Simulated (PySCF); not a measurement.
# singlet [GaH2O2]−: levels of theory compared

Aim: a comparison of 6 runs (HF/STO-3G, HF/3-21G, BHLYP/def2-SVPD, r2SCAN/def2-SVPD, SCS-MP2/def2-SVPD, CCSD(T)/def2-SVPD) of singlet [GaH2O2]−. Input form: a Python script.

The calculation is run with PySCF 2.14.0.

6 further runs of the same task are left out: 6 set aside as unsound or not needed.

## Step 1: The structure to begin with

[GaH2O2]−: 5 atoms, total charge -1, spin state singlet. SMILES of the parent species: `[OH][Ga][OH]`. Geometry: relaxed at PBE0-D4/def2-TZVP. This is one conformer, not always the lowest. That shape belongs to the parent species and isn't relaxed for this state.

Bond lengths: O1–Ga2 1.804 Å, Ga2–O3 1.795 Å, O1–H4 0.960 Å, O3–H5 0.963 Å. Angles: O1–Ga2–O3 114.9°, Ga2–O1–H4 114.9°, Ga2–O3–H5 111.1°.

## Step 2: The energy at HF/STO-3G (run 1)

Input file job.py:

```python
from pyscf import gto

mol = gto.M(
    atom='''
O     -0.700333     0.040818    -2.408267
Ga    -0.589028    -1.424476     0.668207
O      1.168229     0.292719     3.006743
H     -1.639148    -0.877967    -3.659455
H      1.854766     1.829633     2.314348
''',
    basis='sto-3g',
    verbose=3,
    unit='bohr',
    max_memory=1860,
    charge=-1,
    spin=0,
)

mf = mol.RHF()
mf.conv_tol = 1e-10
mf.kernel()
if not mf.converged:
    mf = mf.newton().run(mf.mo_coeff, mf.mo_occ)

etot = mf.e_tot
print('E = %.10f Eh' % etot)
```

Started as:

```sh
$ OMP_NUM_THREADS=1 python job.py
```

What it wrote:

```text
SCF not converged.
SCF energy = -2049.55140136459
converged SCF energy = -2049.55140136447
E = -2049.5514013645 Eh
```

Wall time 1.1 s (1 thread of Intel Xeon at 2.70GHz, shared host); peak memory 0.12 GiB.

## Step 3: The energy at HF/3-21G (run 2)

Input file calc.py:

```python
from pyscf import gto

molecule = gto.M(
    atom='''
O     -0.700333     0.040818    -2.408267
Ga    -0.589028    -1.424476     0.668207
O      1.168229     0.292719     3.006743
H     -1.639148    -0.877967    -3.659455
H      1.854766     1.829633     2.314348
''',
    max_memory=1860,
    basis='3-21g',
    unit='bohr',
    charge=-1,
    verbose=3,
)

mf = molecule.RHF()
mf.conv_tol = 1e-10
mf.kernel()
if not mf.converged:
    mf = mf.newton().run(mf.mo_coeff, mf.mo_occ)

energy = mf.e_tot
print(f'total energy: {energy:.8f} hartree')
```

Started as:

```sh
$ OMP_NUM_THREADS=1 python calc.py
```

What it wrote:

```text
converged SCF energy = -2063.94310356201
total energy: -2063.94310356 hartree
```

It took 0.95 s on 1 thread of Intel Xeon at 2.70GHz, shared host; peak memory 0.12 GiB.

Run 3 isn't shown in full; the table further down has it.

## Step 4: The energy at r2SCAN/def2-SVPD (run 4)

Input file run.py:

```python
from pyscf import gto, dft

mol = gto.Mole()
mol.atom = '''
O   -0.370600   0.021600  -1.274400
Ga  -0.311700  -0.753800   0.353600
O    0.618200   0.154900   1.591100
H   -0.867400  -0.464600  -1.936500
H    0.981500   0.968200   1.224700
'''
mol.charge = -1
mol.verbose = 3
mol.max_memory = 1860
mol.basis = 'def2-svpd'
mol.build()

myscf = dft.RKS(mol, xc='r2scan')
myscf.grids.level = 5
myscf.conv_tol = 1e-10
myscf.kernel()
if not myscf.converged:
    myscf = myscf.newton().run(myscf.mo_coeff, myscf.mo_occ)

e_tot = myscf.e_tot
print('E(%s) = %.9f' % ('R2SCAN', e_tot))
```

Started as:

```sh
$ OMP_NUM_THREADS=1 python run.py
```

What it wrote:

```text
converged SCF energy = -2076.15562037598
E(R2SCAN) = -2076.155620376
```

Run time: 35 s. Hardware: 1 thread of Intel Xeon at 2.70GHz, shared host; peak memory 0.53 GiB.

Run 5 isn't shown in full; the table further down has it.

## Step 5: A single-point energy at CCSD(T)/def2-SVPD (run 6)

Input file start.xyz:

```xyz
5
GaH2O2
O     -0.370600     0.021600    -1.274400
Ga    -0.311700    -0.753800     0.353600
O      0.618200     0.154900     1.591100
H     -0.867400    -0.464600    -1.936500
H      0.981500     0.968200     1.224700
```

Input file job.py:

```python
from pyscf import gto, scf, cc

mol = gto.Mole()
mol.atom = 'start.xyz'
mol.charge = -1
mol.basis = 'def2-svpd'
mol.verbose = 3
mol.max_memory = 1860
mol.build()

mf = scf.RHF(mol)
mf.conv_tol = 1e-10
mf.kernel()
if not mf.converged:
    mf = mf.newton().run(mf.mo_coeff, mf.mo_occ)

mycc = cc.CCSD(mf, frozen=11)
mycc.kernel()
e_t = mycc.ccsd_t()
e_final = mycc.e_tot + e_t
print(f'total energy: {e_final:.8f} hartree')
```

Started as:

```sh
$ OMP_NUM_THREADS=1 python job.py
```

What it wrote:

```text
converged SCF energy = -2073.83728882405
E(CCSD) = -2074.46814808036  E_corr = -0.6308592563101498
CCSD(T) correction = -0.0215039646872847
total energy: -2074.48965205 hartree
```

Wall time 56 s (1 thread of Intel Xeon at 2.70GHz, shared host); peak memory 0.62 GiB.

## Step 6: Overview of the runs

```csv
run,level,integration grid,frozen core orbitals,energy (Eh),HOMO energy (eV),LUMO energy (eV),HOMO–LUMO gap (eV),wall time
1,HF/STO-3G,–,–,-2049.551401,3.39,14.26,10.87,1.1 s
2,HF/3-21G,–,–,-2063.943104,-0.63,7.69,8.32,0.95 s
3,BHLYP/def2-SVPD,5,–,-2076.132268,-0.49,4.79,5.29,18 s
4,r2SCAN/def2-SVPD,5,–,-2076.155620,0.90,4.19,3.29,35 s
5,SCS-MP2/def2-SVPD,–,11,-2074.437802,-1.42,5.93,7.35,2.8 s
6,CCSD(T)/def2-SVPD,–,11,-2074.489652,-1.42,5.93,7.35,56 s
```

## Step 7: What came out

```
                                                    quantity           value
                                         run 6: total energy  -2074.48965 Eh
                  run 6: HOMO energy (Hartree–Fock orbitals)        -1.42 eV
                  run 6: LUMO energy (Hartree–Fock orbitals)         5.93 eV
run 6: HOMO–LUMO gap (to an unbound level, set by the basis)         7.35 eV
         run 6: correlation energy (11 core orbitals frozen)      -652.4 mEh
                                       run 6: (T) correction      -21.50 mEh
                                        run 6: T1 diagnostic           0.018
```

What this shows: Over runs 1, 2, 3, 4 the HOMO–LUMO gap runs from 3.29 eV (r2SCAN/def2-SVPD) to 10.87 eV (HF/STO-3G). The two ends differ in method and basis. The empty levels of an anion lie above zero and hang on the basis. Totals of different functionals can't be ranked against each other. In runs 1, 4 the HOMO lies above zero, so the outermost electron may be held by the basis alone. In run 1 the basis is minimal, so the values are rough. All runs together took 1.9 min, the longest 56 s.
